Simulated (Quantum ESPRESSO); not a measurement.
The system is Ge.

```
Ge
1.0
     0.00000    2.82875    2.82875
     2.82875    0.00000    2.82875
     2.82875    2.82875    0.00000
Ge
2
Direct
  0.00000 0.00000 0.00000
  0.25000 0.25000 0.25000
```

Base run:

- Program: Quantum ESPRESSO 7.5
- Functional: PBEsol
- Potentials or basis: GBRV 1.5 PBEsol
- Cutoff: 612 eV
- Density cutoff: 4898 eV
- k mesh: 10 × 10 × 10
- Occupations: fermi-dirac, width 0.05 eV
- Spin: no spin polarisation

Its results: band gap on the k mesh none (metal or under the smearing width); pressure 0.4 GPa.

Question: The run is repeated on the same cell with these changes: functional from PBEsol to PBE; potentials or basis from GBRV 1.5 PBEsol to SSSP 1.3 efficiency PBE; cutoff from 612 eV to 748 eV; density cutoff from 4898 eV to 5987 eV. What comes out?

Answer: Band gap on the k mesh none (metal or under the smearing width); pressure 3.6 GPa.

Caveats: this crystal is a semiconductor, whose small gap the functional closes, so the metal is an error of the method.
